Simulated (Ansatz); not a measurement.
# H₂LiSeSi radical (SMILES [Li][Se][SiH2]): energies and forces away from the minimum

How good are functionals off equilibrium? 4 randomly displaced structures are computed with CCSD(T) and cheaper methods.

Program: Ansatz 0.2.0, Gaussian basis. Level of theory: single points with forces in def2-TZVPP. These are calculated values, not measurements.

Levels: PBE-D4, r2SCAN-D4, PBE0-D4, wB97M-V, Hartree-Fock, MP2, CCSD, CCSD(T). Each coordinate is moved by a Gaussian draw of the width named (0.7 of it for atoms other than hydrogen): 0.12, 0.04, 0.04, 0.04 Å.

Cores are frozen in the correlated methods. Filled d shells of the heavier atoms are correlated. The outer core shell of Li, Na, Mg and K is correlated. Orbitals are unrestricted.

31 further runs of the same task are left out: 31 set aside as unsound or not needed.

## 1. Starting geometry

The minimum, relaxed at PBE0-D4: SMILES `[Li][Se][SiH2]`, 5 atoms, charge 0, spin multiplicity 2.

Atoms are counted from 1 here; the program's logs count them from 0.

Bond lengths: Li1–Se2 2.328 Å, Li1–Si3 2.545 Å, Li1–H4 1.877 Å, Se2–Si3 2.209 Å, Si3–H4 1.554 Å, Si3–H5 1.497 Å. Angles: Se2–Li1–Si3 53.7°, Se2–Li1–H4 91.1°, Si3–Li1–H4 37.4°, Li1–Se2–Si3 68.2°, Li1–Si3–Se2 58.1°, Li1–Si3–H4 47.3°, Li1–Si3–H5 122.3°, Se2–Si3–H4 105.4°, Se2–Si3–H5 117.1°, H4–Si3–H5 102.0°, Li1–H4–Si3 95.3°.

As a file:

```
Li   -1.0083   -1.1763    0.8577
Se    1.2810   -0.8050    1.0567
Si    0.4203    0.2764   -0.6671
H    -1.0948   -0.0669   -0.6540
H     0.4018    1.7718   -0.5933
```

Energies of the minimum (eV), from earlier single points: PBE-D4 -73451.16476, r2SCAN-D4 -73464.57496, PBE0-D4 -73454.15752, B3LYP-D4 -73467.56212, wB97M-V -73460.93979, CCSD(T) -73413.80350.

## 2. Structure 1, width 0.12 Å

pbe-tzvpp/in.yaml

```yaml
crystal:
  periodic: [false, false, false]
  atoms:
    - {symbol: Li, position_ang: [-1.002713, -1.129109, 0.763791]}
    - {symbol: Se, position_ang: [1.301583, -0.811691, 1.073157]}
    - {symbol: Si, position_ang: [0.423421, 0.210803, -0.698669]}
    - {symbol: H, position_ang: [-1.220287, 0.103037, -0.577632]}
    - {symbol: H, position_ang: [0.557419, 1.828157, -0.599704]}
basis:
  gaussian: {orbitals: def2-TZVPP}
magnetization: {spin_polarized: true, initial_magnetization: 1}
hamiltonian: {xc: pbe, dispersion: d4}
output: {forces: true}
```

r2scan-tzvpp/in.yaml differs from pbe-tzvpp/in.yaml so:

```diff
-hamiltonian: {xc: pbe, dispersion: d4}
+hamiltonian: {xc: r2scan, dispersion: d4}
```

pbe0-tzvpp/in.yaml:

```diff
-hamiltonian: {xc: pbe, dispersion: d4}
-output: {forces: true}
+hamiltonian: {xc: pbe0, dispersion: d4}
+output: {forces: true, orbitals: {seedname: orbitals}}
```

wb97mv-tzvpp/in.yaml:

```diff
-hamiltonian: {xc: pbe, dispersion: d4}
+hamiltonian: {xc: {name: wB97M-V}}
```

ccsdt-tzvpp/in.yaml:

```diff
-hamiltonian: {xc: pbe, dispersion: d4}
+correlation: {method: ccsd_t}
+scf: {omitted_lower_state_checks: [cluster_reference]}
```

One command serves all of them, each in its own folder.

On the command line:

```sh
$ ansatz run in.yaml --threads 2 --pin off --events-out ev --progress --plain --max-ram 4352MiB
```

pbe-tzvpp printed:

```text
Functional definition: PBE
  name "PBE"
  cite "Perdew, Burke & Ernzerhof, Phys. Rev. Lett. 77, 3865 (1996) doi:10.1103/PhysRevLett.77.3865"
  parent pbe
  parameter kappa = 0.804
  parameter beta = 0.06672455060314922
  exchange = pbe_x(kappa = kappa, mu = beta*pi^2/3)
  correlation = pbe_c(beta = beta)
938 factors; their error is unknown
mean field evaluation 1: about -73449.1160 eV, gradient 1.6e1 eV
mean field evaluation 2: about -73448.8784 eV, gradient 1.7e1 eV
mean field evaluation 4: about -73450.9430 eV, gradient 1.1e0 eV
mean field evaluation 8: about -73450.9502 eV, gradient 5.9e-2 eV
mean field evaluation 16: about -73450.9057 eV, gradient 9.7e-5 eV
mean field -73450.90573362 eV, -2699.2709988985 hartree, gradient 1.9e-5 eV, S^2 0.753749; 0 other end points of the search recorded, 0 dependent functions left out
the calculation of the forces begins
reference -73450.90577558 eV, -2699.2710004404 hartree; 27, 26 occupied and 110, 111 virtual orbitals, 938 factors
Total energy: -73451.01670087 eV, -2699.2750768698 hartree
Atom 0 at    -1.002713    -1.129109     0.763791 Å, force    -0.217149    -0.126812     0.213613 eV/Å
Atom 1 at     1.301583    -0.811691     1.073157 Å, force    -0.107248    -0.122136    -0.056458 eV/Å
Atom 2 at     0.423421     0.210803    -0.698669 Å, force    -0.244614     1.689911     0.003982 eV/Å
Atom 3 at    -1.220287     0.103037    -0.577632 Å, force     0.699779    -0.131181     0.033767 eV/Å
Atom 4 at     0.557419     1.828157    -0.599704 Å, force    -0.130768    -1.309782    -0.194903 eV/Å
Dipole moment:    -0.964616    -0.355106     0.134473 e Å
```

r2scan-tzvpp printed, cut to the lines that bear on the results:

```text
Functional definition: r2SCAN
  name "r2SCAN"
  cite "Furness, Kaplan, Ning, Perdew & Sun, J. Phys. Chem. Lett. 11, 8208 (2020) doi:10.1021/acs.jpclett.0c02405"
  cite "Furness, Kaplan, Ning, Perdew & Sun, J. Phys. Chem. Lett. 11, 9248 (2020) doi:10.1021/acs.jpclett.0c03077"
  parent r2scan
[...]
938 factors; their error is unknown
[...]
mean field -73464.33860354 eV, -2699.7646477629 hartree, gradient 4.2e-5 eV, S^2 0.757845; 0 other end points of the search recorded, 0 dependent functions left out
[...]
reference -73464.33862132 eV, -2699.7646484161 hartree; 27, 26 occupied and 110, 111 virtual orbitals, 938 factors
Total energy: -73464.36110773 eV, -2699.7654747767 hartree
Atom 0 at    -1.002713    -1.129109     0.763791 Å, force    -0.231328    -0.172348     0.267861 eV/Å
Atom 1 at     1.301583    -0.811691     1.073157 Å, force    -0.239260    -0.006353    -0.330005 eV/Å
Atom 2 at     0.423421     0.210803    -0.698669 Å, force    -0.317768     1.846055     0.342713 eV/Å
Atom 3 at    -1.220287     0.103037    -0.577632 Å, force     0.928960    -0.118295    -0.025700 eV/Å
Atom 4 at     0.557419     1.828157    -0.599704 Å, force    -0.140604    -1.549059    -0.254869 eV/Å
Dipole moment:    -1.022990    -0.355561     0.102318 e Å
```

Log of pbe0-tzvpp, cut to the lines that bear on the results:

```text
Functional definition: PBE0
  name "PBE0"
  cite "Adamo & Barone, J. Chem. Phys. 110, 6158 (1999) doi:10.1063/1.478522"
[... 2 set-up lines as earlier in the session ...]
[...]
966 factors; their error is unknown
[...]
mean field -73453.85476331 eV, -2699.3793737405 hartree, gradient 1.5e-5 eV, S^2 0.756917; 0 other end points of the search recorded, 0 dependent functions left out
[...]
reference -73453.85479462 eV, -2699.3793748911 hartree; 27, 26 occupied and 110, 111 virtual orbitals, 966 factors
Total energy: -73453.94802591 eV, -2699.3828010779 hartree
Atom 0 at    -1.002713    -1.129109     0.763791 Å, force    -0.167372    -0.133358     0.246626 eV/Å
Atom 1 at     1.301583    -0.811691     1.073157 Å, force    -0.308928     0.003442    -0.353675 eV/Å
Atom 2 at     0.423421     0.210803    -0.698669 Å, force    -0.287163     1.812583     0.346669 eV/Å
Atom 3 at    -1.220287     0.103037    -0.577632 Å, force     0.903420    -0.139892     0.001256 eV/Å
Atom 4 at     0.557419     1.828157    -0.599704 Å, force    -0.139958    -1.542775    -0.240876 eV/Å
Dipole moment:    -1.009806    -0.345419     0.096932 e Å
```

wb97mv-tzvpp printed, cut to the lines that bear on the results:

```text
Functional definition: wB97M-V
  name "wB97M-V"
  cite "Mardirossian & Head-Gordon, J. Chem. Phys. 144, 214110 (2016) doi:10.1063/1.4952647"
  cite "Becke, J. Chem. Phys. 107, 8554 (1997) doi:10.1063/1.475007"
  cite "Vydrov & Van Voorhis, J. Chem. Phys. 133, 244103 (2010) doi:10.1063/1.3521275"
  # Of w^i u^j: cxij and so on, Table III.
[...]
  gx(w, u) = 1 - cx + cx01*u + cx10*w
  gss(w, u) = css00 + css04*u^4 + css10*w + css20*w^2 + css43*w^4*u^3
  gos(w, u) = cos00 + cos10*w + (cos20 + cos21*u)*w^2 + (cos60 + cos61*u)*w^6
[...]
      + integral(e_c_pw_mod_opposite_spin*gos(b97_w_opposite, b97_u_opposite)) + vv10(b, c)
949 factors; their error is unknown
218 factors; integrals over basis functions are off by at most 2.2e-5 eV
[...]
mean field -73460.69621986 eV, -2699.6307926316 hartree, gradient 6.6e-5 eV, S^2 0.755885; 0 other end points of the search recorded, 0 dependent functions left out
[...]
reference -73460.69627046 eV, -2699.6307944912 hartree; 27, 26 occupied and 110, 111 virtual orbitals, 949 factors
Total energy: -73460.69627046 eV, -2699.6307944912 hartree
Atom 0 at    -1.002713    -1.129109     0.763791 Å, force    -0.201888    -0.162676     0.282436 eV/Å
Atom 1 at     1.301583    -0.811691     1.073157 Å, force    -0.355114     0.045811    -0.404137 eV/Å
Atom 2 at     0.423421     0.210803    -0.698669 Å, force    -0.308415     1.935120     0.335269 eV/Å
Atom 3 at    -1.220287     0.103037    -0.577632 Å, force     1.024563    -0.133437     0.016819 eV/Å
Atom 4 at     0.557419     1.828157    -0.599704 Å, force    -0.159145    -1.684817    -0.230388 eV/Å
Dipole moment:    -1.008683    -0.356791     0.072898 e Å
```

Output in ccsdt-tzvpp, cut to the lines that bear on the results:

```text
Functional definition: HF
  name "HF"
  cite "Fock, Z. Phys. 61, 126 (1930) doi:10.1007/BF01340294"
[... 1 set-up line as earlier in the session ...]
[...]
872 factors; integrals over basis functions are off by at most 1.1e-3 eV
[...]
mean field -73400.88037076 eV, -2697.4326007217 hartree, gradient 2.6e-6 eV, S^2 0.768394; 0 other end points of the search recorded, 0 dependent functions left out
14 core orbitals not correlated: weight in the atoms' cores, before any rotation towards them, 1.000 or more for the frozen orbitals, at most 0.000 for the correlated occupied ones
reference -73400.88037076 eV, -2697.4326007217 hartree; 13, 12 occupied and 110, 111 virtual orbitals, 872 factors
second order -11.44845577 eV of doubles, -0.00000000 eV of singles
cycle   1  -11.77012676 eV  change   -3.2e-1 eV  update   8.6e-2
[...]
cycle  16  -12.19766312 eV  change   -9.7e-7 eV  update   9.4e-7
perturbative correction -0.48368352 eV, -0.0177750415 hartree
[...]
working
[...]
Total energy: -73413.56171739 eV, -2697.8986316148 hartree
Atom 0 at    -1.002713    -1.129109     0.763791 Å, force    -0.292362    -0.184898     0.275950 eV/Å
Atom 1 at     1.301583    -0.811691     1.073157 Å, force    -0.192261    -0.040425    -0.279779 eV/Å
Atom 2 at     0.423421     0.210803    -0.698669 Å, force    -0.413202     2.022672     0.288084 eV/Å
Atom 3 at    -1.220287     0.103037    -0.577632 Å, force     1.042121    -0.143608    -0.011790 eV/Å
Atom 4 at     0.557419     1.828157    -0.599704 Å, force    -0.144296    -1.653741    -0.272465 eV/Å
Dipole moment:    -1.031353    -0.361131     0.103756 e Å
Checks for a lower state left out: cluster_reference
```

They took 1 s (pbe-tzvpp), 2.1 s (r2scan-tzvpp), 1.4 s (pbe0-tzvpp), 5.5 s (wb97mv-tzvpp), 1.9 min (ccsdt-tzvpp) on 2 threads of AMD EPYC 9R45, shared host; peak memory 2.9 GiB.

```csv
method,RMS force component (eV/Å),RMS error against CCSD(T) (eV/Å),angle to CCSD(T) forces (°),dipole (D)
PBE-D4,0.596,0.190,8.6,4.98
r2SCAN-D4,0.698,0.072,3.3,5.23
PBE0-D4,0.688,0.095,5.3,5.15
wB97M-V,0.747,0.074,5.6,5.15
CCSD(T),0.757,reference,reference,5.27
```

## 3. Structure 2, width 0.04 Å

pbe-tzvpp/in.yaml

```yaml
crystal:
  periodic: [false, false, false]
  atoms:
    - {symbol: Li, position_ang: [-1.024598, -1.116983, 0.837093]}
    - {symbol: Se, position_ang: [1.297247, -0.838492, 1.050772]}
    - {symbol: Si, position_ang: [0.464119, 0.266516, -0.653552]}
    - {symbol: H, position_ang: [-1.061276, -0.056513, -0.634018]}
    - {symbol: H, position_ang: [0.449342, 1.722015, -0.650240]}
basis:
  gaussian: {orbitals: def2-TZVPP}
magnetization: {spin_polarized: true, initial_magnetization: 1}
hamiltonian: {xc: pbe, dispersion: d4}
output: {forces: true}
```

r2scan-tzvpp/in.yaml, as changes to pbe-tzvpp/in.yaml:

```diff
-hamiltonian: {xc: pbe, dispersion: d4}
+hamiltonian: {xc: r2scan, dispersion: d4}
```

pbe0-tzvpp/in.yaml:

```diff
-hamiltonian: {xc: pbe, dispersion: d4}
-output: {forces: true}
+hamiltonian: {xc: pbe0, dispersion: d4}
+output: {forces: true, orbitals: {seedname: orbitals}}
```

wb97mv-tzvpp/in.yaml:

```diff
-hamiltonian: {xc: pbe, dispersion: d4}
+hamiltonian: {xc: {name: wB97M-V}}
```

ccsdt-tzvpp/in.yaml:

```diff
-hamiltonian: {xc: pbe, dispersion: d4}
+correlation: {method: ccsd_t}
+scf: {omitted_lower_state_checks: [cluster_reference]}
```

The same command starts each run, in its folder.

On the command line:

```sh
$ ansatz run in.yaml --threads 2 --pin off --events-out ev --progress --plain --max-ram 4352MiB
```

pbe-tzvpp printed, cut to the lines that bear on the results:

```text
[... 4 set-up lines as earlier in the session ...]
[...]
938 factors; their error is unknown
[...]
mean field -73451.02306334 eV, -2699.2753106861 hartree, gradient 1.4e-5 eV, S^2 0.753341; 0 other end points of the search recorded, 0 dependent functions left out
[...]
reference -73451.02310541 eV, -2699.2753122321 hartree; 27, 26 occupied and 110, 111 virtual orbitals, 938 factors
Total energy: -73451.13058726 eV, -2699.2792621172 hartree
Atom 0 at    -1.024598    -1.116983     0.837093 Å, force     0.015795    -0.050858     0.055843 eV/Å
Atom 1 at     1.297247    -0.838492     1.050772 Å, force     0.202888    -0.176831     0.421709 eV/Å
Atom 2 at     0.464119     0.266516    -0.653552 Å, force    -0.105594    -0.744190    -0.514315 eV/Å
Atom 3 at    -1.061276    -0.056513    -0.634018 Å, force    -0.138215     0.052201    -0.065572 eV/Å
Atom 4 at     0.449342     1.722015    -0.650240 Å, force     0.025126     0.919677     0.102334 eV/Å
Dipole moment:    -1.042223    -0.280241     0.163239 e Å
```

Log of r2scan-tzvpp, cut to the lines that bear on the results:

```text
[... 5 set-up lines as earlier in the session ...]
[...]
938 factors; their error is unknown
[...]
mean field -73464.52913644 eV, -2699.7716497179 hartree, gradient 2.5e-5 eV, S^2 0.756699; 0 other end points of the search recorded, 0 dependent functions left out
[...]
reference -73464.52915448 eV, -2699.7716503807 hartree; 27, 26 occupied and 110, 111 virtual orbitals, 938 factors
Total energy: -73464.55085274 eV, -2699.7724477772 hartree
Atom 0 at    -1.024598    -1.116983     0.837093 Å, force     0.004411    -0.090455     0.099671 eV/Å
Atom 1 at     1.297247    -0.838492     1.050772 Å, force     0.092227    -0.036376     0.184097 eV/Å
Atom 2 at     0.464119     0.266516    -0.653552 Å, force    -0.182528    -0.701607    -0.257144 eV/Å
Atom 3 at    -1.061276    -0.056513    -0.634018 Å, force     0.044146     0.101701    -0.105500 eV/Å
Atom 4 at     0.449342     1.722015    -0.650240 Å, force     0.041743     0.726737     0.078876 eV/Å
Dipole moment:    -1.102068    -0.275108     0.135145 e Å
```

Output in pbe0-tzvpp, cut to the lines that bear on the results:

```text
[... 5 set-up lines as earlier in the session ...]
[...]
966 factors; their error is unknown
[...]
mean field -73454.04323416 eV, -2699.3862999165 hartree, gradient 3.1e-5 eV, S^2 0.755584; 0 other end points of the search recorded, 0 dependent functions left out
[...]
reference -73454.04326576 eV, -2699.3863010780 hartree; 27, 26 occupied and 110, 111 virtual orbitals, 966 factors
Total energy: -73454.13346829 eV, -2699.3896159598 hartree
Atom 0 at    -1.024598    -1.116983     0.837093 Å, force     0.069204    -0.057880     0.077429 eV/Å
Atom 1 at     1.297247    -0.838492     1.050772 Å, force     0.019351    -0.028697     0.161406 eV/Å
Atom 2 at     0.464119     0.266516    -0.653552 Å, force    -0.153034    -0.733898    -0.249610 eV/Å
Atom 3 at    -1.061276    -0.056513    -0.634018 Å, force     0.024293     0.077198    -0.077916 eV/Å
Atom 4 at     0.449342     1.722015    -0.650240 Å, force     0.040187     0.743277     0.088691 eV/Å
Dipole moment:    -1.088217    -0.266542     0.130391 e Å
```

Output in wb97mv-tzvpp, cut to the lines that bear on the results:

```text
[... 5 set-up lines as earlier in the session ...]
  # Of w^i u^j: cxij and so on, Table III.
[...]
  gx(w, u) = 1 - cx + cx01*u + cx10*w
  gss(w, u) = css00 + css04*u^4 + css10*w + css20*w^2 + css43*w^4*u^3
  gos(w, u) = cos00 + cos10*w + (cos20 + cos21*u)*w^2 + (cos60 + cos61*u)*w^6
[...]
      + integral(e_c_pw_mod_opposite_spin*gos(b97_w_opposite, b97_u_opposite)) + vv10(b, c)
949 factors; their error is unknown
218 factors; integrals over basis functions are off by at most 2.3e-5 eV
[...]
mean field -73460.92004126 eV, -2699.6390179164 hartree, gradient 3.4e-5 eV, S^2 0.754498; 0 other end points of the search recorded, 0 dependent functions left out
[...]
reference -73460.92009179 eV, -2699.6390197731 hartree; 27, 26 occupied and 110, 111 virtual orbitals, 949 factors
Total energy: -73460.92009179 eV, -2699.6390197731 hartree
Atom 0 at    -1.024598    -1.116983     0.837093 Å, force     0.032211    -0.088248     0.114663 eV/Å
Atom 1 at     1.297247    -0.838492     1.050772 Å, force    -0.016475     0.008042     0.115589 eV/Å
Atom 2 at     0.464119     0.266516    -0.653552 Å, force    -0.179526    -0.608310    -0.269761 eV/Å
Atom 3 at    -1.061276    -0.056513    -0.634018 Å, force     0.130599     0.098068    -0.064593 eV/Å
Atom 4 at     0.449342     1.722015    -0.650240 Å, force     0.033191     0.590447     0.104103 eV/Å
Dipole moment:    -1.089734    -0.268803     0.107076 e Å
```

ccsdt-tzvpp printed, cut to the lines that bear on the results:

```text
[... 4 set-up lines as earlier in the session ...]
[...]
871 factors; integrals over basis functions are off by at most 1.3e-3 eV
[...]
mean field -73401.18352394 eV, -2697.4437413956 hartree, gradient 2.5e-6 eV, S^2 0.763181; 0 other end points of the search recorded, 0 dependent functions left out
14 core orbitals not correlated: weight in the atoms' cores, before any rotation towards them, 1.000 or more for the frozen orbitals, at most 0.000 for the correlated occupied ones
reference -73401.18352394 eV, -2697.4437413956 hartree; 13, 12 occupied and 110, 111 virtual orbitals, 871 factors
second order -11.41712209 eV of doubles, -0.00000000 eV of singles
cycle   1  -11.73671013 eV  change   -3.2e-1 eV  update   8.1e-2
[...]
cycle  15  -12.13627522 eV  change    2.5e-6 eV  update   1.3e-6
perturbative correction -0.46414294 eV, -0.0170569386 hartree
[...]
working
[...]
Total energy: -73413.78394210 eV, -2697.9067982222 hartree
Atom 0 at    -1.024598    -1.116983     0.837093 Å, force    -0.053250    -0.105856     0.103078 eV/Å
Atom 1 at     1.297247    -0.838492     1.050772 Å, force     0.138384    -0.075808     0.237096 eV/Å
Atom 2 at     0.464119     0.266516    -0.653552 Å, force    -0.256632    -0.549126    -0.330732 eV/Å
Atom 3 at    -1.061276    -0.056513    -0.634018 Å, force     0.124670     0.089361    -0.076028 eV/Å
Atom 4 at     0.449342     1.722015    -0.650240 Å, force     0.046828     0.641429     0.066586 eV/Å
Dipole moment:    -1.113731    -0.279002     0.137197 e Å
Checks for a lower state left out: cluster_reference
```

Wall times: 1.1 s (pbe-tzvpp), 2.1 s (r2scan-tzvpp), 1.4 s (pbe0-tzvpp), 5 s (wb97mv-tzvpp), 1.9 min (ccsdt-tzvpp) on 2 threads of AMD EPYC 9R45, shared host; peak memory 2.9 GiB.

| method | RMS force component (eV/Å) | RMS error against CCSD(T) (eV/Å) | angle to CCSD(T) forces (°) | dipole (D) |
| --- | --- | --- | --- | --- |
| PBE-D4 | 0.362 | 0.142 | 18.8 | 5.24 |
| r2SCAN-D4 | 0.284 | 0.063 | 12.3 | 5.49 |
| PBE0-D4 | 0.288 | 0.087 | 17.4 | 5.42 |
| wB97M-V | 0.245 | 0.069 | 15.1 | 5.42 |
| CCSD(T) | 0.262 | reference | reference | 5.55 |

(Part 1 of 2 ends here.)
